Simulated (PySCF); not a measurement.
# C8H14Si: circular dichroism and optical rotation, excited states, first hyperpolarisability

Aim: compute the circular dichroism and optical rotation, excited states, first hyperpolarisability of C8H14Si (`[SiH3]C1=C=CCCCCC1`).

Programs: PySCF 2.14.0, with routines of our own; each step states its level. All values are computed. Atoms count from 0.

## 1. The starting structure

23 atoms, charge 0, multiplicity 1; geometry from: GFN2-xTB.

## 2. Optimising the geometry at PBE0-D3(BJ)/def2-SVP

What the job is given:

```
{"job": {"xc": "PBE0", "basis": "def2-SVP", "d3": "d3bj", "grid": 2, "kind": "geom"}, "charge": 0, "multiplicity": 1}
Si     2.563370     0.823570     1.191398
C      1.301825     0.504280    -0.166433
C      0.337741     1.329173    -0.462224
C     -0.841392     1.833248    -0.656648
C     -2.017541     1.193381     0.044434
C     -1.666465    -0.190085     0.601824
C     -1.202999    -1.192604    -0.476533
C      0.229593    -1.728665    -0.322534
C      1.320023    -0.815964    -0.903394
H      2.274537     2.103867     1.835844
H      3.904865     0.831151     0.595800
H      2.496809    -0.265139     2.175382
H     -1.038461     2.673382    -1.305974
H     -2.368843     1.834329     0.859711
H     -2.834358     1.103983    -0.677795
H     -0.887177    -0.074622     1.356177
H     -2.551855    -0.582895     1.106702
H     -1.298788    -0.736309    -1.463029
H     -1.875315    -2.053534    -0.458018
H      0.438581    -1.905884     0.734876
H      0.292716    -2.693100    -0.834482
H      2.291315    -1.303307    -0.797436
H      1.127065    -0.661272    -1.967570
```

Run with:

```
> OMP_NUM_THREADS=1 python excited_run.py task.json out
```

This one command runs all jobs of the session in turn.

Output:

```text
step   0  E = -601.90752488  max force = 0.016393
step   1  E = -601.91130216  max force = 0.002529
step   2  E = -601.91139173  max force = 0.000741
step   3  E = -601.91141241  max force = 0.000453
step   4  E = -601.91142449  max force = 0.000492
step   5  E = -601.91143722  max force = 0.000417
optimisation converged
```

It took 1.8 min on 1 thread of Arm Neoverse V2, shared host; peak memory 0.91 GiB.

Step by step:

```
step  energy from step 0 (eV)  largest force component (eV/Å)
   0                   0.0000                          0.8430
   1                  -0.1028                          0.1300
   2                  -0.1052                          0.0381
   3                  -0.1058                          0.0233
   4                  -0.1061                          0.0253
   5                  -0.1065                          0.0214
```

Close pairs (by a distance rule), those that changed most:

```
   bond  before (Å)  after (Å)  change (Å)
Si0–H11       1.469      1.499      +0.030
 Si0–H9       1.462      1.492      +0.030
Si0–H10       1.468      1.497      +0.029
 C3–H12       1.080      1.095      +0.015
  C2–C3       1.297      1.311      +0.014
 C6–H17       1.091      1.104      +0.013
 C7–H19       1.092      1.105      +0.012
 C5–H15       1.091      1.103      +0.012
```

The end geometry stands in the next job.

```
                         at the end point                value
  point group (found at 0.08 Å tolerance)                   C1
rotational constants (GHz, main isotopes)  1.897, 1.078, 0.844
                        dipole moment (D)                 1.37
```

## 3. Circular dichroism and optical rotation: TDDFT CAM-B3LYP/def2-SVPD

What the job is given:

```
{"job": {"kind": "ecd", "xc": "CAM-B3LYP", "basis": "def2-SVPD", "nstates": 12}, "charge": 0, "multiplicity": 1}
Si     2.461049     1.113021     1.267733
C      1.270436     0.778078    -0.137552
C      0.288680     1.612017    -0.391595
C     -0.901417     2.133467    -0.562691
C     -2.078080     1.464107     0.110043
C     -1.755693     0.078223     0.671190
C     -1.282834    -0.966930    -0.367143
C      0.166264    -1.471756    -0.274584
C      1.252390    -0.559138    -0.859749
H      2.121611     2.407007     1.928157
H      3.871467     1.160360     0.769258
H      2.383656     0.004209     2.273460
H     -1.075228     2.982289    -1.232930
H     -2.487474     2.105725     0.911231
H     -2.884071     1.378922    -0.641637
H     -1.001206     0.179320     1.469012
H     -2.664074    -0.293003     1.172021
H     -1.463748    -0.583708    -1.387040
H     -1.929774    -1.853803    -0.273221
H      0.405282    -1.687202     0.782082
H      0.228012    -2.441103    -0.798209
H      2.230750    -1.062063    -0.784287
H      1.060824    -0.400504    -1.933634
```

Method: TDDFT CAM-B3LYP/def2-SVPD circular dichroism and optical rotation, one conformer, gas phase.

Output:

```text
coarse grid: 18992 points
cycle   1  E = -602.0780875149  dE =  1.091e+00  |g| = 3.214e-01  |ddm| = 1.035e+01
cycle   2  E = -602.0950835818  dE = -1.700e-02  |g| = 2.510e-01  |ddm| = 1.274e+00
cycle   3  E = -602.1116316507  dE = -1.655e-02  |g| = 5.506e-02  |ddm| = 6.659e-01
cycle   4  E = -602.1123913189  dE = -7.597e-04  |g| = 2.067e-02  |ddm| = 1.821e-01
cycle   5  E = -602.1124919783  dE = -1.007e-04  |g| = 6.450e-03  |ddm| = 5.578e-02
cycle   6  E = -602.1125025894  dE = -1.061e-05  |g| = 9.803e-04  |ddm| = 1.948e-02
cycle   7  E = -602.1125029521  dE = -3.628e-07  |g| = 4.755e-04  |ddm| = 6.012e-03
final grid: 176800 points
cycle   8  E = -602.2190297102  dE = -5.413e-05  |g| = 3.380e-03  |ddm| = 1.882e-01
cycle   9  E = -602.2190303156  dE = -6.054e-07  |g| = 3.215e-03  |ddm| = 2.057e-02
cycle  10  E = -602.2190330053  dE = -2.690e-06  |g| = 4.426e-04  |ddm| = 6.582e-03
cycle  11  E = -602.2190330418  dE = -3.656e-08  |g| = 2.625e-04  |ddm| = 1.786e-03
cycle  12  E = -602.2190330599  dE = -1.811e-08  |g| = 6.370e-05  |ddm| = 6.730e-04
cycle  13  E = -602.2190330611  dE = -1.140e-09  |g| = 6.825e-06  |ddm| = 2.603e-04
cycle  14  E = -602.2190330611  dE = -2.910e-11  |g| = 3.813e-06  |ddm| = 5.100e-05
converged SCF energy = -602.2190330611

Singlet excitations and rotatory strengths (1e-40 esu^2 cm^2)
state   eV       nm     f(len)   f(vel)    R(len)    R(vel)   main configurations
  1   5.0714   244.5  0.00165  0.00178    -3.307    -3.107   H->L 0.79, H-1->L 0.13
  2   5.8284   212.7  0.01116  0.01077   -40.224   -39.359   H-1->L 0.32, H->L+2 0.21, H-1->L+2 0.18
  3   6.5715   188.7  0.19512  0.19133   -41.552   -38.979   H-1->L 0.28, H->L+1 0.21, H-1->L+2 0.20
  4   6.7098   184.8  0.21027  0.20805    70.786    61.718   H->L+1 0.53, H-1->L 0.17
  5   6.9770   177.7  0.28784  0.28304   -67.960   -69.913   H->L+2 0.43, H-1->L+2 0.29
  6   7.1017   174.6  0.13290  0.13045   -17.267   -13.357   H-1->L+1 0.61
  7   7.3105   169.6  0.01488  0.01605     7.471     7.260   H->L+4 0.52, H->L+5 0.21
  8   7.4433   166.6  0.02652  0.02573   -10.065   -11.663   H->L+3 0.51, H->L+6 0.10, H->L+1 0.09
  9   7.6102   162.9  0.00906  0.00887    23.951    23.770   H->L+6 0.51, H->L+4 0.09, H-1->L+4 0.08
 10   7.7163   160.7  0.01766  0.01907    16.755    16.526   H->L+7 0.33, H-1->L+4 0.14, H-1->L+6 0.10
 11   7.7870   159.2  0.01276  0.01240    -4.924    -5.769   H-1->L+4 0.31, H-2->L 0.18, H->L+7 0.12
 12   7.8170   158.6  0.00360  0.00323    -9.117    -8.280   H->L+5 0.45, H->L+4 0.12, H->L+3 0.11

Specific rotation (deg / (dm g/mL))
    nm     length   length(OI)   velocity    alpha(len)  alpha(vel)
  633.0    -301.43    -304.18    -301.79      125.030    124.986
  589.3    -357.96    -361.24    -358.51      125.616    125.572
  546.0    -432.36    -436.35    -433.22      126.354    126.311
  436.0    -789.86    -797.31    -792.59      129.484    129.439
  405.0    -982.89    -992.25    -986.79      130.949    130.903
  365.0   -1373.81   -1387.05   -1380.14      133.565    133.517
  355.0   -1512.44   -1527.05   -1519.60      134.401    134.352
```

It took 3 min on 1 thread of Arm Neoverse V2, shared host; peak memory 1.5 GiB.

## 4. Excited states: TDA wB97X-D/def2-SVPD

Settings changed since step 3:

```diff
@@ -1,2 +1,2 @@
-{"job": {"kind": "ecd", "xc": "CAM-B3LYP", "basis": "def2-SVPD", "nstates": 12}, "charge": 0, "multiplicity": 1}
+{"job": {"kind": "states", "xc": "wB97X-D", "basis": "def2-SVPD", "tda": true, "soc": true, "nstates": 6, "ntriplets": 5, "nquad": 4}, "charge": 0, "multiplicity": 1}
 Si     2.461049     1.113021     1.267733
```

Method: TDA wB97X-D/def2-SVPD excited states, vertical, gas phase, spin-orbit mean-field couplings.

Output:

```text
coarse grid: 18992 points
cycle   1  E = -602.1767786789  dE =  1.167e+00  |g| = 2.833e-01  |ddm| = 9.242e+00
cycle   2  E = -602.1965096165  dE = -1.973e-02  |g| = 1.797e-01  |ddm| = 1.073e+00
cycle   3  E = -602.2047842418  dE = -8.275e-03  |g| = 5.275e-02  |ddm| = 6.046e-01
cycle   4  E = -602.2055633677  dE = -7.791e-04  |g| = 1.586e-02  |ddm| = 1.752e-01
cycle   5  E = -602.2056275713  dE = -6.420e-05  |g| = 4.594e-03  |ddm| = 4.658e-02
cycle   6  E = -602.2056340865  dE = -6.515e-06  |g| = 1.052e-03  |ddm| = 2.087e-02
final grid: 176800 points
cycle   7  E = -602.2980109453  dE = -1.457e-04  |g| = 3.762e-03  |ddm| = 3.260e-01
cycle   8  E = -602.2980140555  dE = -3.110e-06  |g| = 2.475e-03  |ddm| = 3.403e-02
cycle   9  E = -602.2980154861  dE = -1.431e-06  |g| = 7.701e-04  |ddm| = 7.481e-03
cycle  10  E = -602.2980156456  dE = -1.595e-07  |g| = 2.275e-04  |ddm| = 3.482e-03
cycle  11  E = -602.2980156603  dE = -1.471e-08  |g| = 7.292e-05  |ddm| = 6.969e-04
cycle  12  E = -602.2980156623  dE = -1.967e-09  |g| = 1.622e-05  |ddm| = 3.548e-04
cycle  13  E = -602.2980156625  dE = -2.135e-10  |g| = 8.030e-06  |ddm| = 1.350e-04
converged SCF energy = -602.2980156625

Singlet excitations
state   eV       nm        f     d(h-e)  d(exc)  Lambda  PR(NTO)  |dmu|/D   mu/D   main configurations
  1   5.1190   242.2   0.00221   0.847   2.745   0.690   1.017    2.001    3.048   H->L 0.76, H-1->L 0.16
  2   5.9245   209.3   0.00657   0.714   2.778   0.601   1.030    1.633    1.960   H-1->L 0.25, H-1->L+1 0.20, H->L+1 0.19
  3   6.7754   183.0   0.15096   0.552   3.302   0.519   1.659    2.239    3.598   H->L+2 0.38, H-1->L 0.21, H-1->L+1 0.10
  4   6.9755   177.7   0.23910   0.295   3.389   0.542   2.073    1.834    2.620   H-1->L 0.23, H->L+2 0.22, H->L+1 0.17
  5   7.2424   171.2   0.24219   0.396   3.370   0.510   1.739                     H-1->L+1 0.36, H->L+1 0.21, H->L+2 0.13
  6   7.3109   169.6   0.39259   0.862   3.445   0.463   1.738                     H-1->L+2 0.54, H->L+1 0.14

Triplet excitations (Tamm-Dancoff)
state   eV     d(h-e)  d(exc)  Lambda  PR(NTO)   main configurations
  1   3.9664   0.126   2.401   0.673   1.155   H->L 0.65, H-1->L 0.19
  2   4.5252   0.182   2.430   0.663   1.501   H-1->L 0.55, H->L+1 0.17
  3   5.0845   0.633   2.660   0.605   1.067   H->L+1 0.31, H->L 0.21, H-1->L 0.16
  4   5.8572   0.730   2.741   0.514   1.013   H-1->L+1 0.50, H-1->L+2 0.14, H->L+1 0.08
  5   6.8233   0.737   3.635   0.437   1.075   H->L+2 0.62, H->L+3 0.10, H->L+1 0.10
S1 - T1 = 1.1526 eV

Spin-orbit couplings |<S|Hso|T>| (cm-1)
             T1       T2       T3       T4       T5
S0        3.088    3.777    6.146    7.359    5.177
S1        2.287    3.828    3.765    0.283    1.826
S2        3.792    2.649    1.132    2.439    1.088
S3        1.321    1.446    2.195    2.763    1.362
S4        1.283    1.694    0.937    2.976    1.248
S5        1.568    3.172    2.518    1.882    1.042
S6        1.907    1.675    1.252    1.632    4.130
T1 sublevels (cm-1): 0.000 0.000 0.002   radiative rates (1/s): 0.00745 0.0157 3.37
```

It took 81 s on 1 thread of Arm Neoverse V2, shared host; peak memory 1.3 GiB.

From this job:

```
  quantity    value
S1 less T1  1.15 eV
```

## 5. Excited states: TDDFT CAM-B3LYP/def2-SVPD

Settings changed since step 4:

```diff
@@ -1,2 +1,2 @@
-{"job": {"kind": "states", "xc": "wB97X-D", "basis": "def2-SVPD", "tda": true, "soc": true, "nstates": 6, "ntriplets": 5, "nquad": 4}, "charge": 0, "multiplicity": 1}
+{"job": {"kind": "states", "xc": "CAM-B3LYP", "basis": "def2-SVPD", "tpa": true, "nstates": 8, "nquad": 6, "ntriplets": 0}, "charge": 0, "multiplicity": 1}
 Si     2.461049     1.113021     1.267733
```

With the program's defaults for keys left out, this is: TDDFT CAM-B3LYP/def2-SVPD excited states, vertical, gas phase, two-photon moments by quadratic response.

Output:

```text
coarse grid: 18992 points
cycle   1  E = -602.0780875149  dE =  1.091e+00  |g| = 3.214e-01  |ddm| = 1.035e+01
cycle   2  E = -602.0950835818  dE = -1.700e-02  |g| = 2.510e-01  |ddm| = 1.274e+00
cycle   3  E = -602.1116316507  dE = -1.655e-02  |g| = 5.506e-02  |ddm| = 6.659e-01
cycle   4  E = -602.1123913189  dE = -7.597e-04  |g| = 2.067e-02  |ddm| = 1.821e-01
cycle   5  E = -602.1124919783  dE = -1.007e-04  |g| = 6.450e-03  |ddm| = 5.578e-02
cycle   6  E = -602.1125025894  dE = -1.061e-05  |g| = 9.803e-04  |ddm| = 1.948e-02
cycle   7  E = -602.1125029521  dE = -3.628e-07  |g| = 4.755e-04  |ddm| = 6.012e-03
final grid: 176800 points
cycle   8  E = -602.2190297102  dE = -5.413e-05  |g| = 3.380e-03  |ddm| = 1.882e-01
cycle   9  E = -602.2190303156  dE = -6.054e-07  |g| = 3.215e-03  |ddm| = 2.057e-02
cycle  10  E = -602.2190330053  dE = -2.690e-06  |g| = 4.426e-04  |ddm| = 6.582e-03
cycle  11  E = -602.2190330418  dE = -3.656e-08  |g| = 2.625e-04  |ddm| = 1.786e-03
cycle  12  E = -602.2190330599  dE = -1.811e-08  |g| = 6.370e-05  |ddm| = 6.730e-04
cycle  13  E = -602.2190330611  dE = -1.140e-09  |g| = 6.825e-06  |ddm| = 2.603e-04
cycle  14  E = -602.2190330611  dE = -2.910e-11  |g| = 3.813e-06  |ddm| = 5.100e-05
converged SCF energy = -602.2190330611

Singlet excitations
state   eV       nm        f     d(h-e)  d(exc)  Lambda  PR(NTO)  |dmu|/D   mu/D   delta(TPA)   sigma/GM   main configurations
  1   5.0715   244.5   0.00165   0.820   2.771   0.672   1.022    1.935    2.928        1.66      0.016   H->L 0.79, H-1->L 0.13
  2   5.8285   212.7   0.01115   0.669   2.805   0.616   1.091    1.556    1.907        6.87      0.086   H-1->L 0.32, H->L+2 0.21, H-1->L+2 0.18
  3   6.5718   188.7   0.19480   0.342   3.254   0.530   1.602    1.373    2.669       12.13      0.192   H-1->L 0.28, H->L+1 0.21, H-1->L+2 0.20
  4   6.7101   184.8   0.21052   0.335   3.572   0.418   1.656    2.126    2.639       12.35      0.204   H->L+1 0.53, H-1->L 0.17
  5   6.9773   177.7   0.28783   0.475   3.357   0.532   1.400    1.408    2.518       38.80      0.692   H->L+2 0.43, H-1->L+2 0.28
  6   7.1018   174.6   0.13321   0.657   3.683   0.377   1.480    2.618    3.920       18.60      0.344   H-1->L+1 0.61
  7   7.3105   169.6   0.01489   0.967   3.854   0.335   1.164                                            H->L+4 0.52, H->L+5 0.21
  8   7.4434   166.6   0.02652   1.125   4.338   0.370   1.331                                            H->L+3 0.51, H->L+6 0.10, H->L+1 0.09
```

Run time: 1.9 min. Hardware: 1 thread of Arm Neoverse V2, shared host; peak memory 1.4 GiB.

## 6. First hyperpolarisability: quadratic response CAM-B3LYP/def2-SVPD

Settings changed since step 5:

```diff
@@ -1,2 +1,2 @@
-{"job": {"kind": "states", "xc": "CAM-B3LYP", "basis": "def2-SVPD", "tpa": true, "nstates": 8, "nquad": 6, "ntriplets": 0}, "charge": 0, "multiplicity": 1}
+{"job": {"kind": "beta", "xc": "CAM-B3LYP", "basis": "def2-SVPD"}, "charge": 0, "multiplicity": 1}
 Si     2.461049     1.113021     1.267733
```

Method: quadratic response CAM-B3LYP/def2-SVPD first hyperpolarisability, Taylor convention, gas phase.

Output:

```text
coarse grid: 18992 points
cycle   1  E = -602.0780875149  dE =  1.091e+00  |g| = 3.214e-01  |ddm| = 1.035e+01
cycle   2  E = -602.0950835818  dE = -1.700e-02  |g| = 2.510e-01  |ddm| = 1.274e+00
cycle   3  E = -602.1116316507  dE = -1.655e-02  |g| = 5.506e-02  |ddm| = 6.659e-01
cycle   4  E = -602.1123913189  dE = -7.597e-04  |g| = 2.067e-02  |ddm| = 1.821e-01
cycle   5  E = -602.1124919783  dE = -1.007e-04  |g| = 6.450e-03  |ddm| = 5.578e-02
cycle   6  E = -602.1125025894  dE = -1.061e-05  |g| = 9.803e-04  |ddm| = 1.948e-02
cycle   7  E = -602.1125029521  dE = -3.628e-07  |g| = 4.755e-04  |ddm| = 6.012e-03
final grid: 176800 points
cycle   8  E = -602.2190297102  dE = -5.413e-05  |g| = 3.380e-03  |ddm| = 1.882e-01
cycle   9  E = -602.2190303156  dE = -6.054e-07  |g| = 3.215e-03  |ddm| = 2.057e-02
cycle  10  E = -602.2190330053  dE = -2.690e-06  |g| = 4.426e-04  |ddm| = 6.582e-03
cycle  11  E = -602.2190330418  dE = -3.656e-08  |g| = 2.625e-04  |ddm| = 1.786e-03
cycle  12  E = -602.2190330599  dE = -1.811e-08  |g| = 6.370e-05  |ddm| = 6.730e-04
cycle  13  E = -602.2190330611  dE = -1.140e-09  |g| = 6.825e-06  |ddm| = 2.603e-04
cycle  14  E = -602.2190330611  dE = -2.910e-11  |g| = 3.813e-06  |ddm| = 5.100e-05
converged SCF energy = -602.2190330611

Lowest singlets (eV, f): 5.0715 0.0016  5.8285 0.0112  6.5718 0.1948

First hyperpolarisability (au)
process     nm      |vector|   parallel      HRS      DR
static         -      219.47     128.73      88.96   5.388
shg       1907.0      228.41     133.95      92.69   5.383
eope      1907.0      222.39     130.44          -       -
shg       1064.0      250.46     146.82     101.93    5.37
eope      1064.0      229.07     134.34          -       -
```

It took 86 s on 1 thread of Arm Neoverse V2, shared host; peak memory 1.4 GiB.

## 7. Outcome

| quantity | value |
| --- | --- |
| point group | C1 |
| rotational constants (main isotopes) | 1.90, 1.08, 0.84 GHz |
| state of largest rotatory strength (velocity form) among 12 (step 3, TDDFT CAM-B3LYP/def2-SVPD) | 6.98 eV, R = -69.9 (velocity), -68.0 (length) ·10⁻⁴⁰ esu² cm² |
| specific rotation at 633.0 nm (step 3, TDDFT CAM-B3LYP/def2-SVPD) | -301.8 (velocity), -301.4 (length) |
| S1 less T1 (step 4, TDA wB97X-D/def2-SVPD) | 1.15 eV |
| β vector (step 6, quadratic response CAM-B3LYP/def2-SVPD) | static 219, SHG 1907.0 nm 228, SHG 1064.0 nm 250 au |

The optimisation took 5 steps and gained 0.106 eV; among the close pairs (by a distance rule), Si0–H11 changed most, from 1.469 to 1.499 Å. No frequency check was run at this level, so the end point may be a saddle. Rotations belong to one conformer and to the handedness of the start. In step 4, the number of triplets below S1 is 3, and the largest singlet-triplet spin-orbit coupling is S0–T4, 7.36 cm⁻¹. β grows from 219 au (static) to 250 au for doubling at 1064.0 nm: normal dispersion, which grows as twice the photon energy moves toward the bright states.
